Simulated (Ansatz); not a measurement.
# CH3BOS: a ladder of functionals and wavefunction methods

The task here is to estimate one member of a computed series from the others.

Method: functionals in def2-TZVPP, the program's frozen cores in correlated methods; program: Ansatz 0.2.0, Gaussian basis.

Levels to be run: LDA (SPW92), PBE-D4, revPBE-D4, BLYP-D4, r2SCAN-D4, B97M-V, PBE0-D4, B3LYP-D4, r2SCANh-D4, r2SCAN0-D4, HSE06-D4, BHLYP-D4, CAM-B3LYP-D4, LC-ωPBE, ωB97X-V, ωB97M-V, B2PLYP, PBE-QIDH; CCSD(T)/def2-SVP; CCSD(T)/def2-TZVPP; MP2/def2-QZVPP; extrapolation to the limit; RPA on PBE.

## Structure used throughout

An earlier PBE0-D4 in a triple-zeta def2 set relaxation fixed the geometry.

SMILES `OB1CS1`, 7 atoms, charge 0, spin multiplicity 1.

Atoms are counted from 1 here; the program's logs count them from 0.

Bond lengths: O1–B2 1.340 Å, O1–H5 0.961 Å, B2–C3 1.530 Å, B2–S4 1.754 Å, C3–S4 1.883 Å, C3–H6 1.087 Å, C3–H7 1.087 Å. Angles: B2–O1–H5 113.4°, O1–B2–C3 148.4°, O1–B2–S4 142.0°, C3–B2–S4 69.6°, B2–C3–S4 60.8°, B2–C3–H6 121.6°, B2–C3–H7 121.6°, S4–C3–H6 113.5°, S4–C3–H7 113.5°, H6–C3–H7 113.4°, B2–S4–C3 49.6°.

The first run:

The input, in.yaml:

```yaml
crystal:
  periodic: [false, false, false]
  atoms:
    - {symbol: O, position_ang: [-1.350878, 0.665472, -1.019497]}
    - {symbol: B, position_ang: [-0.440250, -0.112422, -0.418951]}
    - {symbol: C, position_ang: [0.728032, -0.232298, 0.561564]}
    - {symbol: S, position_ang: [0.117992, -1.772767, -0.333787]}
    - {symbol: H, position_ang: [-1.299097, 1.587528, -0.754321]}
    - {symbol: H, position_ang: [0.568433, -0.263585, 1.636092]}
    - {symbol: H, position_ang: [1.737069, 0.059972, 0.283199]}
basis:
  gaussian: {orbitals: def2-TZVPP}
hamiltonian: {xc: lda}
output: {orbitals: {seedname: orbitals}}
```

Command:

```bash
> ansatz run in.yaml --threads 2 --pin off --events-out ev --progress --plain --max-ram 4352MiB
```

Among the steps run: LDA; PBE-D4 (GGA); revPBE-D4 (GGA); BLYP-D4 (GGA); r2SCAN-D4 (meta-GGA); B97M-V (meta-GGA); PBE0-D4 (hybrid); B3LYP-D4 (hybrid); r2SCANh-D4 (hybrid); r2SCAN0-D4 (hybrid); HSE06-D4 (hybrid); BHLYP-D4 (hybrid); CAM-B3LYP-D4 (range-separated); LC-ωPBE (range-separated); ωB97X-V (range-separated); ωB97M-V (range-separated); B2PLYP (double hybrid); PBE-QIDH (double hybrid).

One of the session's tables, all rows but one given; the rest of the session is left out.

It belongs to the step «Frontier levels by functional». 

```
  functional  HOMO (eV)  gap (eV)
 LDA (SPW92)      -6.13      4.94
      PBE-D4      -6.01      4.98
   revPBE-D4          ?         ?
     BLYP-D4      -5.84      4.86
   r2SCAN-D4      -6.25      5.58
      B97M-V      -6.31      5.54
     PBE0-D4      -7.20      7.08
    B3LYP-D4      -6.95      6.53
  r2SCANh-D4      -6.69      6.35
  r2SCAN0-D4      -7.36      7.49
    HSE06-D4      -6.80      6.31
    BHLYP-D4      -8.25      8.88
CAM-B3LYP-D4      -8.50      9.26
     LC-ωPBE      -9.90     11.91
     ωB97X-V      -9.53     11.38
     ωB97M-V      -9.36     10.83
```

Estimate the missing values for revPBE-D4.

**Answer.** HOMO (eV): -5.96; gap (eV): 5.00. In the column «HOMO (eV)» it lies between PBE-D4 (-6.01) and BLYP-D4 (-5.84).
